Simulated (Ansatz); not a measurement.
# Tellurium, omega (AlB2-type) under BLYP: structure, energy and stiffness

Aim: take tellurium in the omega (AlB2-type) structure, relax it, solve it on a dense k-mesh, then scale the cell to 7 volumes from 88 to 112 % of the relaxed one and try a fit of the equation of state. Spin polarisation is left out. The k-meshes are 7×7×9 for the relaxation; 8×8×13 for the dense run; 7×7×11 for the volumes.

Computed with Ansatz 0.2.0 (DFT BLYP, plane waves (420 eV) with PAW, scalar-relativistic; the PAW data stem from PBE, with regenerated cores, unless a step says otherwise).

## 1. The system as given

Symmetry: P6/mmm, No. 191, hexagonal system. The conventional cell has a = 5.462 Å, b = 5.462 Å, c = 3.348 Å, α = 90.00°, β = 90.00°, γ = 120.00°. Around Te (site symmetry 6/mmm) lie 14 Te at 3.35 to 3.57 Å. Around Te (site symmetry -6m2) lie 11 Te at 3.15 to 3.57 Å.

As a file:

```cif
data_structure
_symmetry_space_group_name_H-M 'P6/mmm'
_symmetry_Int_Tables_number 191
_cell_length_a 5.4621
_cell_length_b 5.4621
_cell_length_c 3.3483
_cell_angle_alpha 90.000
_cell_angle_beta 90.000
_cell_angle_gamma 120.000
_cell_volume 86.51
loop_
_atom_site_label
_atom_site_type_symbol
_atom_site_symmetry_multiplicity
_atom_site_Wyckoff_symbol
_atom_site_fract_x
_atom_site_fract_y
_atom_site_fract_z
_atom_site_occupancy
Te1 Te 1 a 0.00000 0.00000 0.00000 1
Te2 Te 2 d 0.33333 0.66667 0.50000 1
```

## 2. Relaxation of the cell

Input file input.yaml:

```yaml
crystal:
  lattice:
    - [5.4620799878, 0.0, 0.0]
    - [-2.7310399939, 4.7303000269, 0.0]
    - [0.0, 0.0, 3.3482550325]
  atoms:
    - { symbol: Te, position: [0.0, 0.0, 0.0] }
    - { symbol: Te, position: [0.3333333333, 0.6666666667, 0.5] }
    - { symbol: Te, position: [0.6666666667, 0.3333333333, 0.5] }
hamiltonian:
  xc: blyp
  pseudopotentials:
    kind: paw
    azcp:
      Te: "pseudopotentials/Te.paw.azcp"
basis:
  ecutwfc: 420
  fft_grid_basis: typed
kpoints:
  mp_grid: { grid: [7, 7, 9], shift: [0, 0, 0] }
magnetization:
  spin_polarized: false
scf:
  occupations: { method: fermi_dirac, width: 0.1 }
relax:
  max_steps: 60
  f_tol: 0.01
  cell: {}
output:
  write_density: true
  write_potential: true
  elf: true
  volumetric_format: npy
```

The run is started by

```bash
$ ansatz run input.yaml --threads 2 --pin off --max-ram 5120MiB --backend cpu --events-out ev --progress --plain --runs-dir out
```

After this run come: Single point on a dense mesh; Volume × 0.88; Volume × 0.92; Volume × 0.96; Volume × 1.0; Volume × 1.04; Volume × 1.08; Volume × 1.12.

Q: Predict the outcome of this session. Wanted: space group; conventional cell; volume; shortest distance; gap on the mesh; relative to trigonal tellurium; V₀, B₀, B₀′.

As calculated:

```
                      quantity                                   value
space group (spins left aside)                        P6/mmm (No. 191)
             conventional cell  a = 6.016 Å, c = 3.189 Å (c/a = 0.530)
                        volume                          33.325 Å³/atom
             shortest distance                                 3.189 Å
               gap on the mesh            none (levels filled in part)
relative to trigonal tellurium                           +515 meV/atom
                   V₀, B₀, B₀′             32.926 Å³/atom, 37 GPa, 4.9
```

**Reading.** From the guessed start the volume grew by 15.6 % in 12 steps. It lies 515 meV/atom above the element's reference form at the same level (trigonal tellurium, from a run of its own). No gap shows: it is a metal or semimetal at this level. B₀ comes out at 37 GPa; letting shape and positions relax at each volume could only lower it. The symmetry was held, so the structure may be unstable against distortions that break it.
